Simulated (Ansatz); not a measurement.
# ClFH₆Si₃: up Jacob's ladder to CCSD(T)

Aim: compute ClFH₆Si₃ with functionals from several rungs and with coupled cluster. The yardstick is the atomisation energy at the CCSD(T) limit.

Program: Ansatz 0.2.0, Gaussian basis. Level of theory: functionals in def2-TZVPP, the program's frozen cores in correlated methods. These are calculated values, not measurements.

Levels to be run: PBE-D4, r2SCAN-D4, PBE0-D4, B3LYP-D4, ωB97X-V, ωB97M-V, B2PLYP; CCSD(T)/def2-TZVPP; MP2/def2-QZVPP; extrapolation to the limit.

### Step 1. The relaxed structure

An earlier PBE0-D4 in a triple-zeta def2 set relaxation fixed the geometry.

11 atoms, charge 0, spin multiplicity 1.

Atoms are counted from 1 here; the program's logs count them from 0.

Bond lengths: F1–Si2 1.613 Å, Si2–Si3 2.345 Å, Si2–Si4 2.346 Å, Si2–H6 1.489 Å, Si3–H7 1.487 Å, Si3–H8 1.487 Å, Si3–H9 1.486 Å, Si4–Cl5 2.067 Å, Si4–H10 1.484 Å, Si4–H11 1.484 Å. Angles: F1–Si2–Si3 110.0°, F1–Si2–Si4 109.7°, F1–Si2–H6 107.7°, Si3–Si2–Si4 110.5°, Si3–Si2–H6 110.4°, Si4–Si2–H6 108.5°, Si2–Si3–H7 110.2°, Si2–Si3–H8 110.0°, Si2–Si3–H9 108.6°, H7–Si3–H8 109.3°, H7–Si3–H9 109.5°, H8–Si3–H9 109.3°, Si2–Si4–Cl5 104.2°, Si2–Si4–H10 112.6°, Si2–Si4–H11 114.2°, Cl5–Si4–H10 108.1°, Cl5–Si4–H11 108.2°, H10–Si4–H11 109.2°.

### Step 2. PBE-D4 (GGA)

The input, in.yaml:

```yaml
crystal:
  periodic: [false, false, false]
  atoms:
    - {symbol: F, position_ang: [-2.171284, -0.741447, -0.622458]}
    - {symbol: Si, position_ang: [-0.974263, 0.202187, -0.095186]}
    - {symbol: Si, position_ang: [0.632348, 0.477468, -1.781714]}
    - {symbol: Si, position_ang: [-0.003397, -0.747589, 1.817333]}
    - {symbol: Cl, position_ang: [1.563074, 0.521201, 2.275138]}
    - {symbol: H, position_ang: [-1.565487, 1.516782, 0.278302]}
    - {symbol: H, position_ang: [-0.014804, 0.951736, -3.033589]}
    - {symbol: H, position_ang: [1.320937, -0.813451, -2.044624]}
    - {symbol: H, position_ang: [1.627899, 1.482754, -1.327367]}
    - {symbol: H, position_ang: [0.557893, -2.097717, 1.561725]}
    - {symbol: H, position_ang: [-0.907615, -0.808725, 2.992837]}
basis:
  gaussian: {orbitals: def2-TZVPP}
hamiltonian: {xc: pbe, dispersion: d4}
output: {forces: true, orbitals: {seedname: orbitals}}
```

On the command line:

```console
$ ansatz run in.yaml --threads 4 --pin off --events-out ev --progress --plain --max-ram 10444MiB
```

Further steps of the session: r2SCAN-D4 (meta-GGA); PBE0-D4 (hybrid); B3LYP-D4 (hybrid); ωB97X-V (range-separated); ωB97M-V (range-separated); B2PLYP (double hybrid); CCSD(T) in def2-TZVPP; MP2 in def2-QZVPP.

Q: Predict the results of all the runs planned. Wanted: atomisation energy, CCSD(T)/CBS; farthest; mean size of error, hybrid; mean size of error, range-separated; gap, smallest and largest; T1 diagnostic; triples share of the correlation energy.

**Answer**, as computed:

```
                               quantity                                 value
        atomisation energy, CCSD(T)/CBS                         3420.5 kJ/mol
 functionals within 17.1 kJ/mol (0.5 %)                    r2SCAN-D4, ωB97M-V
                               farthest                 B2PLYP (-73.0 kJ/mol)
             mean size of error, hybrid                           40.7 kJ/mol
    mean size of error, range-separated                           18.0 kJ/mol
              gap, smallest and largest  4.57 eV (PBE-D4), 10.84 eV (ωB97X-V)
                          T1 diagnostic                                0.0121
triples share of the correlation energy                                 3.4 %
```

In words: PBE-D4 misses by -33.6 kJ/mol. Double hybrids carry the basis error of their MP2 part in triple zeta, and no dispersion term here, so their miss is partly the set-up's. Misses under about 17.1 kJ/mol are within the doubt on the reference itself, which lacks core-valence correlation, relativity and higher excitations. Hartree-Fock recovers 76 % of the binding; the rest is correlation. The gap grows from 4.6 to 10.8 eV across the functionals, mostly with the share of exact exchange.
